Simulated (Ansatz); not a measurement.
Consider vertical spin-state energies of C2H5ISSi, SMILES [SiH3]C=C(S)I (the Python package of Ansatz (0.2.0)).

`run_spin.py`:
```python
# -*- coding: utf-8 -*-
"""Gap between spin states of C2H5ISSi at one geometry."""

import ansatz as az


def main():
    system = (
        az.Crystal.molecule()
        .atom("Si", [-1.6269, -0.4937, 0.3439])
        .atom("C", [0.1424, -0.3996, 0.4024])
        .atom("C", [0.9894, 0.3462, -0.3032])
        .atom("S", [2.8002, 0.1671, 0.014])
        .atom("I", [0.5763, 1.7325, -1.7528])
        .atom("H", [-2.2466, 0.8918, 0.6765])
        .atom("H", [-2.104, -0.8463, -1.0179])
        .atom("H", [-2.1358, -1.4291, 1.3035])
        .atom("H", [0.5241, -1.0826, 1.1839])
        .atom("H", [3.1641, 1.0627, -0.8475])
    )

    base = (
        system.calculation()
        .basis(gaussian="def2-SVP")
        .functional("hf")
        .accuracy("medium")
    )
    found = {}
    for unpaired in [0, 2]:
        r = base.spin("collinear", total=unpaired).run(threads=1).report
        s = unpaired / 2
        found[unpaired] = r["free_energy_ev"]
        print(f"2S+1 = {unpaired + 1}: E = {found[unpaired]:.5f} eV, <S^2> = {abs(r['mean_field']['state']['spin_squared']):.3f} (pure state {s * (s + 1):.2f})")
    lowest = min(found, key=found.get)
    for unpaired, e in found.items():
        print(f"multiplicity {unpaired + 1}: {96.485332 * (e - found[lowest]):.1f} kJ/mol above the lowest")


if __name__ == "__main__":
    main()
```

Which spin state is lowest at this geometry, and how far above lie the others?

In order: multiplicity 1 (+0.00 eV) and multiplicity 3 (+2.89 eV), all at the one geometry.

The output:

```console
$ python run_spin.py
2S+1 = 1: E = -28882.90454 eV, <S^2> = 0.056 (pure state 0.00)
2S+1 = 3: E = -28880.01015 eV, <S^2> = 2.038 (pure state 2.00)
multiplicity 1: 0.0 kJ/mol above the lowest
multiplicity 3: 279.3 kJ/mol above the lowest
```

Notes:
- The settings weren't tested for convergence.
- The geometry is a force-field or estimated start, not a minimum of this method, and the basis set is short of its limit. All parts are taken at fixed geometry, without zero-point energy.
- def2 sets replace the cores of elements past krypton by effective core potentials.
- The expectation value of S² is noticeably off S(S+1) in at least one run, so that state is spin-contaminated.
- Hartree-Fock leaves correlation out, so it favours high-spin states too much.
- Spin-orbit coupling, which mixes and shifts the spin states of heavy atoms, is left out.
- Run time: 9 s on 1 thread of AMD EPYC 9R45 96-Core Processor (Zen 5), on a shared host, peak memory 0.49 GiB.

(A comment or docstring line of the script was reworded after the run, the code is as it ran; lines on the test bed's own set-up are left out of the output.)
